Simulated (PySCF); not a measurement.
# The bond of BeF+, level by level

What are the lowest state that PBE0 finds, the bond length, vibrational wavenumber and bond energy of BeF+, and how much do these hang on the method?

Program: PySCF 2.14.0. Level of theory: Be jorge-DZP-DKH, F jorge-DZP-DKH, spin-free X2C with a Gaussian nucleus. These are calculated values, not measurements.

### Step 1. Input

Settings of the job:

```json
{
  "atoms": "Be, F",
  "charge": "1",
  "basis": "Be jorge-DZP-DKH, F jorge-DZP-DKH",
  "Hamiltonian": "spin-free X2C with a Gaussian nucleus",
  "basis functions": "30",
  "electrons treated": "12",
  "masses in u": "9.0122, 18.9984",
  "levels": "PBE0, PBE, r²SCAN, M06-2X, r²SCANh, revPBE, LC-ωPBE, HF, MP2, SCS-MP2, CCSD, CCSD(T)",
  "grid": "80 radial by 434 angular points",
  "occupations": "held fixed by the projection of orbital angular momentum",
  "dissociation limit": "Be+ + F, each in its ground configuration",
  "starting distance in angstrom": "1.675",
  "values of 2S to try": "0, 2"
}
```

Command:

```
$ OMP_NUM_THREADS=1 python dia.py task.json out
```

After this run come: PBE0 along the bond; Excited determinants; PBE (GGA); r²SCAN (meta-GGA); M06-2X; r²SCANh (hybrid meta-GGA); revPBE; LC-ωPBE (range-separated hybrid); RHF (mean field); Adding correlation.

What does the calculation give? Wanted: for each run, Re; ωe; De; μ.

**Answer**, as computed:

Lowest PBE0 solution found, without spin–orbit coupling: ¹Σ⁺ (singlet), closed shell. State 2 has its PBE0 minimum 4.66 eV higher. The other levels ran on the lowest alone.

```csv
level,Re (Å),ωe (cm⁻¹),De (eV),μ (D)
RHF,1.365,1361,3.08,-8.62
RHF-MP2,1.390,1291,5.15,n/a
RHF-SCS-MP2,1.388,1293,5.00,n/a
RHF-CCSD,1.386,1297,4.84,n/a
RHF-CCSD(T),1.389,1285,4.93,n/a
PBE,1.388,1275,5.55,-7.86
revPBE,1.393,1262,5.31,-7.90
r²SCAN,1.382,1300,5.26,-8.12
r²SCANh,1.379,1311,5.13,-8.18
PBE0,1.377,1313,5.11,-8.10
M06-2X,1.374,1329,5.24,-8.24
LC-ωPBE,1.377,1318,5.29,-8.10
```

De is counted to Be+ + F in their ground configurations. A positive dipole points from Be to F; in an ion it is taken about the centre of mass and does not tell which atom is negative.

What this shows: Bond lengths run from 1.365 Å (RHF) to 1.393 Å (revPBE). Of the levels with a De here, RHF gives the least (3.08 eV) and PBE the most (5.55 eV).

Correlated steps freeze 1 core orbital. T1 is 0.020 near the minimum (highest on the curve 0.027), which may point to more than one leading configuration.
